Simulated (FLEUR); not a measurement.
# TiB2 (P6/mmm) in FLEUR: notebook, part 2 of 2

FLEUR MaX-R8.1 (later development tree). The steps go on from the part before.

## Step 5: Single point, PBEsol+U

The input, inp.xml:

```xml
<?xml version="1.0" encoding="UTF-8" standalone="no"?>
<fleurInput fleurInputVersion="0.39">
   <comment>
      TiB2                                                                                                
   </comment>
   <calculationSetup>
      <cutoffs Kmax="4.74" Gmax="14.7" GmaxXC="14.7" numbands="0"/>
      <scfLoop itmax="100" minDistance="0.0002" maxIterBroyd="50" imix="Anderson" alpha="0.05" precondParam="0.0" spinf="2.0" sdNocoIR="T"/>
      <coreElectrons ctail="T" frcor="F" kcrel="0" coretail_lmax="0"/>
      <xcFunctional name="PBEs" relativisticCorrections="F"/>
      <magnetism jspins="1"/>
      <soc l_soc="F" theta="0.0" phi="0.0" spav="F"/>
      <expertModes spex="0" secvar="F"/>
      <geometryOptimization l_f="F" forcealpha="1.0" forcemix="BFGS" epsdisp="0.00001" epsforce="0.00001"/>
      <ldaU l_linMix="F" mixParam="0.05" spinf="1.0"/>
   </calculationSetup>
   <cell>
      <bzIntegration valenceElectrons="18.0" mode="hist" fermiSmearingEnergy="0.00183747">
         <kPointListSelection listName="default-1"/>
         <!-- k-points included here -->
         <xi:include xmlns:xi="http://www.w3.org/2001/XInclude" href="kpts.xml"> </xi:include>
      </bzIntegration>
      <!-- symmetry operations included here -->
      <xi:include xmlns:xi="http://www.w3.org/2001/XInclude" href="sym.xml"> </xi:include>
      <bulkLattice scale="1.0">
         <bravaisMatrix>
            <row-1>    5.7243583766383193     0.0000000000000000     0.0000000000000000</row-1>
            <row-2>   -2.8621791883191596     4.9574397744522232     0.0000000000000000</row-2>
            <row-3>    0.0000000000000000     0.0000000000000000     6.1007918206586398</row-3>
         </bravaisMatrix>
      </bulkLattice>
   </cell>
   <atomSpecies>
      <species name="Titanium (Ti)" element="Ti" atomicNumber="22">
         <mtSphere radius="2.61" gridPoints="873" logIncrement="0.014"/>
         <atomicCutoffs lmax="10" lnonsphr="10"/>
         <electronConfig flipSpins="F">
            <coreConfig>(1s1/2) (2s1/2) (2p1/2) (2p3/2)</coreConfig>
            <valenceConfig>(3s1/2) (3p1/2) (3p3/2) (4s1/2) (3d3/2) (3d5/2)</valenceConfig>
            <stateOccupation state="(3d3/2)" spinUp="0.400000" spinDown="0.400000"/>
            <stateOccupation state="(3d5/2)" spinUp="0.600000" spinDown="0.600000"/>
         </electronConfig>
         <energyParameters s="4" p="4" d="3" f="4"/>
         <ldaU l="2" U="4" J="0.0" l_amf="F"/>
         <lo type="SCLO" l="0" n="3" eDeriv="0"/>
         <lo type="SCLO" l="1" n="3" eDeriv="0"/>
         <lo type="SCLO" l="1" n="3" eDeriv="1"/>
         <lo type="SCLO" l="3" n="4" eDeriv="2"/>
      </species>
      <species name="Boron (B)" element="B" atomicNumber="5">
         <mtSphere radius="1.52" gridPoints="507" logIncrement="0.02"/>
         <atomicCutoffs lmax="8" lnonsphr="8"/>
         <electronConfig flipSpins="F">
            <coreConfig>(1s1/2)</coreConfig>
            <valenceConfig>(2s1/2) (2p1/2) (2p3/2)</valenceConfig>
            <stateOccupation state="(2p1/2)" spinUp="0.166667" spinDown="0.166667"/>
            <stateOccupation state="(2p3/2)" spinUp="0.333333" spinDown="0.333333"/>
         </electronConfig>
         <energyParameters s="2" p="2" d="3" f="4"/>
         <lo type="SCLO" l="0" n="2" eDeriv="2"/>
         <lo type="SCLO" l="1" n="2" eDeriv="2"/>
         <lo type="SCLO" l="2" n="3" eDeriv="2"/>
      </species>
   </atomSpecies>
   <atomGroups>
      <atomGroup species="Titanium (Ti)">
         <relPos label="                   1">.0000000000 .0000000000 .0000000000</relPos>
         <force calculate="T" relaxXYZ="TTT"/>
      </atomGroup>
      <atomGroup species="Boron (B)">
         <relPos label="                   2">-1.000/3.000 1.000/3.000 1.000/2.000</relPos>
         <relPos label="                   3">1.000/3.000 -1.000/3.000 1.000/2.000</relPos>
         <force calculate="T" relaxXYZ="TTT"/>
      </atomGroup>
   </atomGroups>
   <output dos="F" band="F" slice="F">
      <checks vchk="F" cdinf="F"/>
      <bandDOS minEnergy="-.5*Htr" maxEnergy="0.5*Htr" sigma="0.015" storeEVData="T"/>
      <vacuumDOS vacdos="F" integ="F" star="F" nstars="0" locx1="0.0" locy1="0.0" locx2="0.0" locy2="0.0" nstm="0" tworkf="0.0"/>
      <unfoldingBand unfoldBand="F" supercellX="1" supercellY="1" supercellZ="1"/>
      <plotting iplot="0" polar="F">
         <plot TwoD="T" vec1="  1.0  0.0  0.0" vec2="  0.0  1.0  0.0" vec3="  0.0  0.0  1.0" zero="  0.0  0.0  0.0" file="plot"/>
      </plotting>
      <chargeDensitySlicing numkpt="0" minEigenval="0.0" maxEigenval="0.0" nnne="0" pallst="F"/>
      <specialOutput eonly="F"/>
      <moessbauerParams electricFieldGradient="T" isomerShift="T" coreHyperfine="T" valenceHyperfine="T"/>
      <magneticCircularDichroism mcd="F" energyLo="-10.0" energyUp="0.0"/>
   </output>
  <!-- We include the file relax.xml here to enable relaxations (see documentation) -->
  <xi:include xmlns:xi="http://www.w3.org/2001/XInclude" href="relax.xml"> <xi:fallback/> </xi:include>
</fleurInput>
```

The input, crystal.txt:

```
TiB2
&input cartesian=F /
3.0292000000  0.0000000000  0.0000000000
-1.5146000000  2.6233641531  0.0000000000
0.0000000000  0.0000000000  3.2284000000
1.8897261246
1.0 1.0 1.0

3
22 0.0000000000  0.0000000000  0.0000000000
5 0.6666666667  0.3333333333  0.5000000000
5 0.3333333333  0.6666666667  0.5000000000

&kpt div1=8 div2=8 div3=6 gamma=T /
```

Launch:

```bash
inpgen -f crystal.txt -profile fastHighL
# inp.xml edited to the form shown
fleur_MPI
```

Wall time 42 s (1 thread of Arm Neoverse V1, shared host); peak memory 0.07 GiB.

The run converged. Its results:

```yaml
Free_energy: -24553.4881 eV
Band_gap_on_the_k_mesh: none (metal or under the smearing width)
Valence_electrons_inside_the_program's_atomic_spheres: Ti 11.26; B 1.44 (radii Ti 2.61, B 1.52 bohr)
```

Levels at points of the mesh, in eV from the Fermi level:
| k point | band 6 | band 7 | band 8 | band 9 | band 10 | band 11 | band 12 | band 13 |
| --- | --- | --- | --- | --- | --- | --- | --- | --- |
| (0.00, 0.00, 0.00) | -2.78 | -2.78 | -2.77 | -2.14 | 1.86 | 1.86 | 3.54 | 3.54 |
| (0.00, 0.00, 0.50) | -8.11 | -0.87 | -0.87 | -0.26 | -0.26 | 0.41 | 0.41 | 1.75 |
| (0.00, 0.50, 0.00) | -9.61 | -3.63 | -3.37 | -2.31 | 1.30 | 2.74 | 2.95 | 3.27 |
| (0.00, 0.50, 0.50) | -7.94 | -4.84 | -4.04 | -3.67 | 2.62 | 2.92 | 4.41 | 4.49 |

Eigenvalues of the final occupation matrices:
| site | spin | trace | eigenvalues |
| --- | --- | --- | --- |
| atom type 1 | 1 | 2.31 | 0.38 0.47 0.47 0.49 0.49 |

Core levels (eV from the Fermi level):
```tsv
atom	levels
1 Ti	1s1/2 -4857.4, 2s1/2 -531.8, 2p1/2 -443.3, 2p3/2 -437.6
2 B	1s1/2 -172.1
3 B	1s1/2 -172.1
```

Caveat: U without spin polarisation on a metal has little footing; the U is typed as a test and isn't derived for this compound.

## Step 6: Single point, PBEsol+U

Edit inp.xml of step 5 so:

```diff
@@ -43,3 +43,3 @@
          <energyParameters s="4" p="4" d="3" f="4"/>
-         <ldaU l="2" U="4" J="0.0" l_amf="F"/>
+         <ldaU l="2" U="5" J="0.0" l_amf="F"/>
          <lo type="SCLO" l="0" n="3" eDeriv="0"/>
```

crystal.txt is that of step 5.

Potentials or basis: all-electron, FLAPW.

Launch:

```bash
inpgen -f crystal.txt -profile fastHighL
# inp.xml edited to the form shown
fleur_MPI
```

What it wrote:

```text
Welcome to FLEUR        (www.flapw.de)
      MaX-Release 8.1          (www.max-centre.eu)

 ========== k-point set info ==========
 Selected k-point list: default-1
 k-point list type: mesh
 8 x 8 x 6
 Number of k points: 40

 ------------Calculation Setup---------------------------
 Number of MPI-tasks      :            1
 Number of PE/node        :            1
 Number of OMP-threads    :            1
 Most efficient MPI parallelization for:
           1           2           4           5           8          10          20          40
 Additional eigenvalue parallelization possible
 Number of basis functions:          411
 Approximate size of matrices (H+S) per k-point:         0.003 GB
 --------------------------------------------------------
 no density matrix found ... skipping LDA+U
Nuclear radius smaller than smallest radial mesh point for atom type 2 -- skipping its core isomer shift
Nuclear radius smaller than smallest radial mesh point for atom type 2 -- skipping its isomer shift
 Reset of history
 Iteration:     1   Distance:      20.52768349 me/bohr^3
Nuclear radius smaller than smallest radial mesh point for atom type 2 -- skipping its core isomer shift
Nuclear radius smaller than smallest radial mesh point for atom type 2 -- skipping its isomer shift
 Iteration:     2   Distance:      21.40153775 me/bohr^3
Nuclear radius smaller than smallest radial mesh point for atom type 2 -- skipping its core isomer shift
Nuclear radius smaller than smallest radial mesh point for atom type 2 -- skipping its isomer shift
 Iteration:     3   Distance:      18.44124317 me/bohr^3
Nuclear radius smaller than smallest radial mesh point for atom type 2 -- skipping its core isomer shift
Nuclear radius smaller than smallest radial mesh point for atom type 2 -- skipping its isomer shift
 Iteration:     4   Distance:       9.25430890 me/bohr^3
Nuclear radius smaller than smallest radial mesh point for atom type 2 -- skipping its core isomer shift
Nuclear radius smaller than smallest radial mesh point for atom type 2 -- skipping its isomer shift
 Iteration:     5   Distance:       9.34904473 me/bohr^3
Nuclear radius smaller than smallest radial mesh point for atom type 2 -- skipping its core isomer shift
Nuclear radius smaller than smallest radial mesh point for atom type 2 -- skipping its isomer shift
 Iteration:     6   Distance:       4.14681822 me/bohr^3
Nuclear radius smaller than smallest radial mesh point for atom type 2 -- skipping its core isomer shift
Nuclear radius smaller than smallest radial mesh point for atom type 2 -- skipping its isomer shift
 Iteration:     7   Distance:       2.22782766 me/bohr^3
Nuclear radius smaller than smallest radial mesh point for atom type 2 -- skipping its core isomer shift
Nuclear radius smaller than smallest radial mesh point for atom type 2 -- skipping its isomer shift
 Iteration:     8   Distance:       1.89106430 me/bohr^3
[... 10 lines left out ...]
Nuclear radius smaller than smallest radial mesh point for atom type 2 -- skipping its isomer shift
 Iteration:    12   Distance:       0.02180146 me/bohr^3
Nuclear radius smaller than smallest radial mesh point for atom type 2 -- skipping its core isomer shift
Nuclear radius smaller than smallest radial mesh point for atom type 2 -- skipping its isomer shift
 Iteration:    13   Distance:       0.01986410 me/bohr^3
Nuclear radius smaller than smallest radial mesh point for atom type 2 -- skipping its core isomer shift
Nuclear radius smaller than smallest radial mesh point for atom type 2 -- skipping its isomer shift
 Iteration:    14   Distance:       0.00198473 me/bohr^3
Nuclear radius smaller than smallest radial mesh point for atom type 2 -- skipping its core isomer shift
Nuclear radius smaller than smallest radial mesh point for atom type 2 -- skipping its isomer shift
 Iteration:    15   Distance:       0.00031116 me/bohr^3
Nuclear radius smaller than smallest radial mesh point for atom type 2 -- skipping its core isomer shift
Nuclear radius smaller than smallest radial mesh point for atom type 2 -- skipping its isomer shift
 Iteration:    16   Distance:       0.00027312 me/bohr^3
Nuclear radius smaller than smallest radial mesh point for atom type 2 -- skipping its core isomer shift
Nuclear radius smaller than smallest radial mesh point for atom type 2 -- skipping its isomer shift
 Iteration:    17   Distance:       0.00003114 me/bohr^3

 ********************************************************************
 Run finished successfully
 Stop message:
   all done
 ********************************************************************
```

Run time: 42 s. Hardware: 1 thread of Arm Neoverse V1, shared host; peak memory 0.07 GiB.

Results:

- Free energy: -24552.6082 eV
- Band gap on the k mesh: none (metal or under the smearing width)
- Valence electrons inside the program's atomic spheres: Ti 11.24; B 1.44 (radii Ti 2.61, B 1.52 bohr)

Levels at points of the mesh, in eV from the Fermi level:
```tsv
k point	band 7	band 8	band 9	band 10	band 11	band 12
(0.00, 0.00, 0.00)	-2.80	-2.80	-2.11	1.88	1.88	3.52
(0.00, 0.00, 0.50)	-0.94	-0.94	-0.26	-0.26	0.43	0.43
(0.00, 0.50, 0.00)	-3.71	-3.38	-2.29	1.32	2.75	2.86
(0.00, 0.50, 0.50)	-4.87	-4.08	-3.79	2.68	2.94	4.40
```

Eigenvalues of the final occupation matrices:
```csv
site,spin,trace,eigenvalues
atom type 1,1,2.28,0.38 0.47 0.47 0.48 0.48
```

Core levels (eV from the Fermi level):
| atom | levels |
| --- | --- |
| 1 Ti | 1s1/2 -4857.7, 2s1/2 -532.1, 2p1/2 -443.6, 2p3/2 -437.9 |
| 2 B | 1s1/2 -172.1 |
| 3 B | 1s1/2 -172.1 |

Caveat: U without spin polarisation on a metal has little footing; the U is typed as a test and isn't derived for this compound.

## Step 7: The runs side by side

| U | gap on the mesh (eV) |
| --- | --- |
| Ti d U = 0.0 eV | none |
| Ti d U = 2 eV | none |
| Ti d U = 3 eV | none |
| Ti d U = 4 eV | none |
| Ti d U = 5 eV | none |

Alike in all rows: task single point; level PBEsol+U; potentials or basis all-electron, FLAPW; no spin polarisation; cell as given; k mesh 8 × 8 × 6; smearing fermi-dirac 0.05 eV; kmax 4.74 1/bohr.

Every run on the cell as given and a fine mesh finds a metal.

Caveats: U without spin polarisation on a metal has little footing; the U is typed as a test and isn't derived for this compound.

Compare energies only between runs with the same functional and basis.
